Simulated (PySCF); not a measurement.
# TeN (quartet): changing the method

Starting from one script, swap the method and compare what comes out for TeN (quartet).

The runs use PySCF 2.14.0; each script names its method and basis.

9 further runs of the same task are left out: 9 that didn't finish.

### Step 1. The starting structure

TeN (quartet): 2 atoms, charge 0, spin multiplicity 4.

Bond lengths: Te1–N2 1.975 Å.

### Step 2. Base script

input.py reads:

```python
from pyscf import gto, scf, mp

mol = gto.M(
    atom='Te 0 0 0; N 0 0 1.975',
    basis='def2-svpd',
    ecp={'Te': 'def2-svpd'},
    charge=0,
    spin=3,
    symmetry=True,
    verbose=4,
)
mf = scf.UHF(mol)
mf.kernel()
mp.MP2(mf, frozen=5).kernel()
mf.dip_moment()
print('orbital energies (hartree):', [e[max(0, n-3):n+3].round(4) for e, n in zip(mf.mo_energy, mol.nelec)])
```

Command:

```sh
> python input.py
```

The log of this run is left out.

It gives: E(SCF) = -321.262065 Eh, 15 cycles, E(MP2) − E(SCF) = -0.21073 Eh, ⟨S²⟩ = 3.833, μ = 0.17 D (of the SCF density).

The bond length is a typed value, not an optimised one. The quartet is typed in the script; nothing here shows that it is the ground state.

### Step 3. Mn15 (UKS)

Edit 1 changes functional: none (Hartree–Fock) → mn15; SCF type: UHF → UKS; step after the SCF: mp2 → analyze.

input.py reads:

```python
from pyscf import gto, dft

mol = gto.M(
    atom='Te 0 0 0; N 0 0 1.975',
    basis='def2-svpd',
    ecp={'Te': 'def2-svpd'},
    charge=0,
    spin=3,
    symmetry=True,
    verbose=4,
)
mf = dft.UKS(mol, xc='mn15')
mf.kernel()
mf.mulliken_pop()
mf.dip_moment()
print('orbital energies (hartree):', [e[max(0, n-3):n+3].round(4) for e, n in zip(mf.mo_energy, mol.nelec)])
```

Command:

```sh
> python input.py
```

### Step 4. Wb97 (UKS)

Edit 2 changes functional: none (Hartree–Fock) → wb97; SCF type: UHF → UKS; step after the SCF: mp2 → analyze.

input.py: that of step 2 with these lines changed.

```diff
@@ -1,2 +1,2 @@
-from pyscf import gto, scf, mp
+from pyscf import gto, dft
 
@@ -11,5 +11,5 @@
 )
-mf = scf.UHF(mol)
+mf = dft.UKS(mol, xc='wb97')
 mf.kernel()
-mp.MP2(mf, frozen=5).kernel()
+mf.mulliken_pop()
 mf.dip_moment()
```

### Step 5. RHF

Edit 3 changes SCF type: UHF → RHF.

input.py reads:

```python
from pyscf import gto, scf, mp

mol = gto.M(
    atom='Te 0 0 0; N 0 0 1.975',
    basis='def2-svpd',
    ecp={'Te': 'def2-svpd'},
    charge=0,
    spin=3,
    symmetry=True,
    verbose=4,
)
mf = scf.RHF(mol)
mf.kernel()
mp.MP2(mf, frozen=5).kernel()
mf.dip_moment()
print('orbital energies (hartree):', mf.mo_energy[..., max(0, mol.nelec[1]-3):mol.nelec[0]+3].round(4))
```

Before running it: what results should come out? Wanted: for each run, E(SCF); from base; gap, α spin; SCF dipole; after the SCF.

As calculated:

| run | E(SCF) (hartree) | from base (eV) | cycles | gap, α spin (eV) | SCF dipole (D) | after the SCF |
| --- | --- | --- | --- | --- | --- | --- |
| base | -321.262065 | 0 | 15 | 9.99 | 0.17 | MP2 correlation -5.734 eV, core frozen |
| mn15 (UKS) | -321.835681 | not comparable | 14 | 6.28 | 1.54 | n/a |
| wb97 (UKS) | -322.557570 | not comparable | 14 | 9.76 | 1.35 | n/a |
| RHF | -321.245342 | +0.4551 | 20 | n/a | 0.85 | MP2 correlation -5.659 eV, core frozen |

**Reading.** Total energies of different functionals can't be compared with each other; differences within one functional can. The dearest run is “mn15 (UKS)”, at 6.1 s against 1 s.
